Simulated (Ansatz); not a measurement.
# MgB (Pm-3m) in Ansatz: further runs

The runs below take MgB through single point, with PBE.

Program: Ansatz 0.2.0. These are calculated values, not measurements. Logs are shortened: lines on timing, memory, paths and dates and some standing lists are left out, and cuts for length are marked.

## Step 1: The structure

The structure is cubic, space group Pm-3m (No. 221). Conventional cell: a = 2.895 Å, b = 2.895 Å, c = 2.895 Å, α = 90.00°, β = 90.00°, γ = 90.00°. Mg (site symmetry m-3m) is surrounded by 8 B at 2.51 Å. B (site symmetry m-3m) has 8 Mg at 2.51 Å as nearest neighbours.

The cell was built by a generator and needn't be a form met in nature.

## Step 2: Single point, PBE, 11.18 Å³/atom

The input, input.yaml:

```yaml
crystal:
  lattice:
    - [2.779344, 0.0, 0.0]
    - [0.0, 2.779344, 0.0]
    - [0.0, 0.0, 2.89515]
  atoms:
    - { symbol: Mg, position: [0.0, 0.0, 0.0] }
    - { symbol: B, position: [0.5, 0.5, 0.5] }
hamiltonian:
  xc: pbe
  pseudopotentials: { kind: paw }
kpoints:
  mp_grid: { grid: [8, 8, 8] }
scf:
  occupations: { method: fermi_dirac, width: 0.05 }
output:
  forces: true
  stress: true
  eigenvalues: true
  write_density: true
  write_potential: true
  elf: true
  volumetric_format: npy
```

Potentials or basis: Ansatz PAW.

Command:

```bash
$ ansatz run input.yaml --threads 2 --pin off --max-ram 5632MiB --backend cpu --events-out ev --progress --plain --runs-dir out
```

The log of the run:

```text
Warning: RAYON_NUM_THREADS=2 ignored (pool sized by the plan → 2); use --threads N
Engine: ansatz 0.2.0, aarch64-unknown-linux-gnu
Pseudopotentials: kind: paw
Pseudopotential: Mg, paw, valence charge 10, recommended cutoff 420 eV (normal), Mg.paw.azcp
Pseudopotential: B, paw, valence charge 3, recommended cutoff 420 eV (normal), B.paw.azcp
Functional definition: PBE
  parameter kappa = 0.804
  parameter beta = 0.06672455060314922
  exchange = pbe_x(kappa = kappa, mu = beta*pi^2/3)
  correlation = pbe_c(beta = beta)
Crystal: 2 atoms, lattice volume = 22.364 Å³
Basis set: ecut = 420 eV, 453 PW (Γ), exchange–correlation on 40×40×40 points (8 copies of the dense FFT grid, shifted against one another)
Bands: 11, of which v1, the nominal top of the filled ones, is band 7 counted from 1 (6 counted from 0)
Symmetry: 16 space group operations
Space group: P4/mmm (ITA 123), of the structure as read, at distance tolerance 2.8e-5 Å
k-points: 75 of 512
Non-local potential: Mg, projectors of the file, l = 0: 3, l = 1: 2, l = 2: 1
Non-local potential: B, projectors of the file, l = 0: 2, l = 1: 2, l = 2: 1
PAW form: soft (Blöchl's): semilocal exchange-correlation on the pseudo side does not see the compensation charge
PAW one-centre angular grid: Mg, 110 points (default); XC on 64 Gauss nodes
PAW one-centre angular grid: B, 110 points (default); XC on 64 Gauss nodes
Initial density: superposition of atomic densities (neutral atoms: chi_scale 0, normalization atom), corrected by the library's trained network
Initial wavefunctions: pseudopotential atomic-orbital guess
Functional: x = pbe(κ = 0.804, μ = 0.2195149727645171), c = pbe(β = 0.06672455060314922)
SCF iter   1: F=—  HF=-2078.041106 eV  |F-HF|=—  |Δ(HF+E_count)|=         —  Δρ=2.90e-3  dr2=2.54e-3  ethr=1.77e-3  ⟨swp⟩=5.1  Hψ=4955  notcnv=0
preconditioner: auto → none  [metal: Δε(μ)=0.041 eV  Ē_g=11.431 eV  σ=0.050 eV  W_gap=0.20  n_scr=6 (ndim 8)  ℏωp=17.6 eV  f_vac=0.000  D(μ)=0.89/eV (n_scr^D=6)  sad-step TF]
SCF iter   2: F=—  HF=-2078.040647 eV  |F-HF|=—  |Δ(HF+E_count)|=   4.59e-4  Δρ=1.74e-3  dr2=9.89e-4  ethr=1.95e-5  ⟨swp⟩=1.4  Hψ=1524  notcnv=0
SCF iter   3: F=—  HF=-2078.040313 eV  |F-HF|=—  |Δ(HF+E_count)|=   3.34e-4  Δρ=4.96e-4  dr2=2.46e-5  ethr=7.61e-6  ⟨swp⟩=2.0  Hψ=963  notcnv=0
SCF iter   4: F=—  HF=-2078.040280 eV  |F-HF|=—  |Δ(HF+E_count)|=   3.32e-5  Δρ=8.78e-5  dr2=1.07e-6  ethr=1.89e-7  ⟨swp⟩=2.1  Hψ=1122  notcnv=0
iter 5 did not close the SCF: its close was put off for the readings that it lacked (scf_convergence_deferred on its scf_iter line)
SCF iter   5: F=-2078.040280 eV  HF=-2078.040280 eV  |F-HF|=6.37e-8  |Δ(HF+E_count)|=   4.43e-7  Δρ=2.10e-5  dr2=3.75e-8  ethr=8.24e-9  ⟨swp⟩=2.0  Hψ=1250  notcnv=0
SCF iter   6: F=-2078.040280 eV  HF=-2078.040280 eV  |F-HF|=3.37e-10  |Δ(HF+E_count)|=   3.93e-8  Δρ=1.41e-6  dr2=5.00e-10  ethr=2.88e-10  ⟨swp⟩=5.9  Hψ=4447  notcnv=0
SCF 1 converged in 6 iterations: F = -2078.040280 eV  dr2 = 5.00e-10
SCF converged after 6 iterations
Free energy (F): -2078.040280 eV
Harris-Foulkes:  -2078.040280 eV  (|F-HF|=3.37e-10)
Internal energy: -2078.033177 eV  (E = F + TS)
E sigma→0 (E₀):  -2078.036728 eV
Entropy (-TS):   -0.007103 eV (-3.551 meV/atom)
Fermi energy:    9.417566 eV
--- Per-component energies (eV) ---
  E_band       = -302.098870
  E_kinetic    = 120.813268
  E_local      = -1499.229324  (includes V_loc(G=0)·N_el)
  E_nonlocal   = 108.271204
  E_hartree    = 535.853013
  E_xc         = -60.833754
  E_vxc        = -75.241225  (∫ρ·V_xc dr)
  E_paw        = -369.846003  (= ΣΔE_a)
  E_vpaw       = -28.419118  (= ΣTr[D̂ρ^β])
  E_aug_tail   = -0.000005  (compensation charges beyond the density's cutoff)
  E_ewald      = -913.061575
  E_smearing   = -0.007103  (= −TS)
  E_closure    = -0.000000  (closes the sum)
  Σ components = -2078.040280   (vs F -2078.040280, Δ=0.00e0)
--- Forces (eV/Å), atoms counted from 1 ---
  atom   1  Mg    -0.00000000    -0.00000000     0.00000000
  atom   2  B      0.00000000     0.00000000     0.00000000
  max |Σ_I F_I| component: 2.71e-31 eV/Å
--- Stress (GPa, compression-positive) ---
        8.498180       0.000000       0.000000
        0.000000       8.498180       0.000000
        0.000000       0.000000       6.826417
  P = ⅓ Tr σ = 7.9409 GPa (79.409 kbar)
--- Band table (eV; the first three rows and the last of 75) ---
  k-point 0: bands = ["-65.7333", "-32.4581", "-32.4541", "-32.4541", "-1.9388", "11.3332", "12.3431", "12.3431", "16.0044", "16.8255", "19.6492"]
  k-point 1: bands = ["-65.7327", "-32.4663", "-32.4534", "-32.4534", "-1.6910", "9.6055", "12.4703", "12.4703", "17.1004", "17.8185", "19.9295"]
  k-point 2: bands = ["-65.7312", "-32.4862", "-32.4517", "-32.4517", "-0.9609", "6.9284", "12.8062", "12.8062", "17.9216", "19.7965", "21.2860"]
  k-point 74: bands = ["-65.7155", "-32.5181", "-32.5181", "-32.4931", "7.7764", "7.7764", "7.9163", "7.9622", "13.5164", "13.5164", "13.6634"]
```

It took 0.76 s on 2 threads of Arm Neoverse V2, shared host; peak memory 0.27 GiB.

Results:

| Quantity | Value |
| --- | --- |
| Free energy | -2078.0403 eV |
| Pressure | 7.9 GPa |
| Band gap on the k mesh | none (metal or under the smearing width) |

## Step 3: Single point, PBE, 11.65 Å³/atom

input.yaml: that of step 2 with these lines changed.

```diff
@@ -2,4 +2,4 @@
   lattice:
-    - [2.779344, 0.0, 0.0]
-    - [0.0, 2.779344, 0.0]
+    - [2.837247, 0.0, 0.0]
+    - [0.0, 2.837247, 0.0]
     - [0.0, 0.0, 2.89515]
@@ -19,5 +19 @@
   eigenvalues: true
-  write_density: true
-  write_potential: true
-  elf: true
-  volumetric_format: npy
```

Potentials or basis: Ansatz PAW.

Command:

```bash
$ ansatz run input.yaml --threads 2 --pin off --max-ram 5632MiB --backend cpu --events-out ev --progress --plain --runs-dir out
```

Wall time 0.58 s (2 threads of Arm Neoverse V2, shared host); peak memory 0.26 GiB.

Results (log left out):

| Item | Value |
| --- | --- |
| Free energy | -2078.0770 eV |
| Pressure | 3.9 GPa |
| Band gap on the k mesh | none (metal or under the smearing width) |
